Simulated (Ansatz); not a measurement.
# Na2P3: the cost of one run

Program: Ansatz 0.2.0. Level of theory: DFT PBE, scalar-relativistic, plane waves, PAW. These are calculated values, not measurements.

### Step 1. Starting point

It takes space group R-3m (No. 166, trigonal). Conventional cell: a = 3.610 Å, b = 3.610 Å, c = 25.103 Å, α = 90.00°, β = 90.00°, γ = 120.00°. Na (site symmetry 3m) has 6 P at 2.53 to 2.67 Å as nearest neighbours. Around P (site symmetry -3m) lie 6 Na at 2.67 Å. P (site symmetry 3m) has 3 Na at 2.53 Å as nearest neighbours.

As a file:

```cif
data_structure
_symmetry_space_group_name_H-M 'R-3m:H'
_symmetry_Int_Tables_number 166
_cell_length_a 3.6102
_cell_length_b 3.6102
_cell_length_c 25.1026
_cell_angle_alpha 90.000
_cell_angle_beta 90.000
_cell_angle_gamma 120.000
_cell_volume 283.34
loop_
_atom_site_label
_atom_site_type_symbol
_atom_site_symmetry_multiplicity
_atom_site_Wyckoff_symbol
_atom_site_fract_x
_atom_site_fract_y
_atom_site_fract_z
_atom_site_occupancy
Na1 Na 6 c 0.33333 0.66667 0.06667 1
P1 P 3 a 0.00000 0.00000 0.00000 1
P2 P 6 c 0.00000 0.00000 0.20950 1
```

This is candidate A: tetradymite type (R-3m, No. 166).

(A quick probe on a coarse mesh, which set the mesh and smearing, is not shown.)

### Step 3. A loose first relaxation (candidate A)

The input, input.yaml:

```yaml
crystal:
  lattice:
    - [1.8050971212, 1.0421733088, 8.3675408022]
    - [-1.8050971212, 1.0421733088, 8.3675408022]
    - [0.0, -2.0843466176, 8.3675408022]
  atoms:
    - { symbol: Na, position: [0.4, 0.4, 0.4] }
    - { symbol: Na, position: [0.6, 0.6, 0.6] }
    - { symbol: P, position: [0.0, 0.0, 0.0] }
    - { symbol: P, position: [0.2095, 0.2095, 0.2095] }
    - { symbol: P, position: [0.7905, 0.7905, 0.7905] }
basis:
  ecutwfc: 420
kpoints:
  mp_grid: { grid: [6, 6, 6] }
hamiltonian:
  xc: pbe
scf:
  occupations: { method: gaussian, width: 0.1 }
  lower_state_search: "off"
output:
  forces: true
  stress: true
  eigenvalues: true
relax:
  adjacent_minimum: "off"
  f_tol: 0.04
  max_steps: 70
  cell: { stress_tol: 0.4 }
```

The run is started by

```sh
$ ansatz run input.yaml --threads 1 --pin off --max-ram 2560MiB --backend cpu --events-out ev --progress --plain --runs-dir out
```

Q: Estimate wall time and peak memory on 1 thread of Intel Xeon Platinum 8375C at 2.90GHz (Ice Lake), shared host.

About 57 s, with a peak of 0.43 GiB.
